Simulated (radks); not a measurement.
# Nuclear size and the levels of S¹⁴⁺

An exercise on one series of results from a longer session: the logs are not shown, and one member is left open.

The numbers are computed with radks (a radial shooting solver on a logarithmic mesh, Libxc functionals) version 1 (Dirac Kohn-Sham, exchange-only LDA, spin-unpolarised, spherical densities, finite nucleus), except any that are marked as measured or tabulated.

## Starting point

```
element            : sulfur (Z = 16)
charge             : +14
electrons          : 2
configuration      : [He]
nuclear rms radius : 3.2611 fm
```

The outer shells:

S¹⁴⁺
```
1s [↑↓]
```

Set-up of the first run:

Input:

```text
Z 16
configuration [He] 2s0 2p0
relativity Dirac
functional lda,
spin unpolarised
j_filling average
nucleus finite rms 3.2611 fm
c 137.035999084
```

Steps of the session up to this table: rms radius 3.2611 fm.

One table of the session follows, with a row left open; its other results are not shown here.

It belongs to the step «rms radius 3.2611 fm». Radial density 4πr²ρ:

```
r (bohr)  4πr²ρ (e/bohr)
 0.00313          0.2894
 0.00417          0.4959
 0.00557          0.8404
 0.00742           1.403
 0.00990           2.297
  0.0132           3.663
  0.0178           5.705
  0.0237           8.371
  0.0316           11.54
  0.0421           14.64
  0.0562               ?
  0.0749           16.37
  0.0999           13.27
   0.133           8.336
   0.178           3.728
   0.237           1.062
   0.319          0.1557
   0.425         0.01064
```

Q: Estimate the row for r (bohr) = 0.0562 from the others.

Worked estimate for «4πr²ρ (e/bohr)». A straight line through the neighbours (0.0421, 14.64) and (0.0749, 16.37) gives 14.64 + (16.37 − 14.64) × (0.0562 − 0.0421) / (0.0749 − 0.0421) = 15.38; a parabola fitted to 4 rows on both sides gives 16.20.

The run gave: 4πr²ρ (e/bohr): 16.65. In «4πr²ρ (e/bohr)» the line misses by -1.27 and the parabola by -0.45.
